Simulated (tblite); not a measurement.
# Ge11H28Si11: the cost of one run

Programs: tblite 0.8.0 and PySCF 2.14.0, with routines of our own; each step states its level. All values are computed. Atoms count from 0.

## 1. The starting structure

50 atoms, charge 0, multiplicity 1; geometry from: force field, distance geometry or constructed start.

## 2. Geometry optimisation with GFN2-xTB

Job settings and geometry (Å):

```
{"job": {"kind": "relax", "xc": "GFN2-xTB", "basis": "xTB"}, "charge": 0, "multiplicity": 1}
Ge     0.004900     2.259900    -3.601100
Ge    -1.961900     1.133400    -0.407900
Si    -1.953500     1.128500    -2.798900
Ge    -1.959400    -1.126400    -3.605700
Ge    -0.001000    -2.262900    -0.397600
Si    -0.003300    -2.262200    -2.802500
Ge     0.000100     2.263400     2.794200
Si     0.003400     2.264400     0.400100
Si    -1.956000     1.128700     3.596700
Ge    -1.961500    -1.131600     2.799100
Si    -1.960800    -1.132000     0.396500
Si    -0.002500    -2.263700     3.597100
Ge    -0.003400    -4.522700     2.802500
Si     0.002200    -4.524000     0.395900
Ge    -0.002200     4.528500    -0.400800
Si    -0.001900     4.524000    -2.793600
Ge     1.959100     1.132700    -0.400100
Si     1.957600     1.127400    -2.800900
Ge     1.958100    -1.129000    -3.597000
Si     1.961500     1.131700     3.599800
Ge     1.956400    -1.127000     2.799000
Si     1.957800    -1.129300     0.398400
H      0.003400     2.266300    -5.122900
H     -3.212100     1.847800     0.107500
H     -3.133900     1.812300    -3.279000
H     -1.964800    -1.131700    -5.127000
H     -3.207200    -1.849800    -3.090200
H     -0.000600    -3.618700    -3.278700
H      0.000600     3.704600     3.305500
H     -3.133300     1.810100     3.120500
H     -1.955100     1.131400     5.036000
H     -3.209800    -1.850800     3.307700
H     -3.135400    -1.809600    -0.083300
H      0.002100    -2.263000     5.040800
H     -1.248000    -5.242800     3.304200
H      1.249700    -5.242400     3.304600
H     -1.176600    -5.202100    -0.085500
H      1.176700    -5.199700    -0.084000
H     -1.248100     5.240700     0.108900
H      1.244400     5.248000     0.110200
H     -1.175900     5.199900    -3.276100
H      1.181700     5.196600    -3.276200
H      3.212800     1.853100     0.105400
H      3.137000     1.809200    -3.281700
H      1.955000    -1.129100    -5.127100
H      3.206000    -1.850500    -3.092900
H      3.136800     1.809800     3.116500
H      1.958400     1.133400     5.039400
H      3.209500    -1.851700     3.307700
H      3.136300    -1.809000    -0.079400
```

The run is started by

```
> OMP_NUM_THREADS=4 python large_run.py task.json out
```

One launch serves the whole session: the jobs run in the order shown.

Q: Estimate the wall time and peak memory of this first job on 4 threads of Intel Xeon Platinum 8175M at 2.50GHz, shared host.

About 25 s, with a peak of 0.17 GiB.
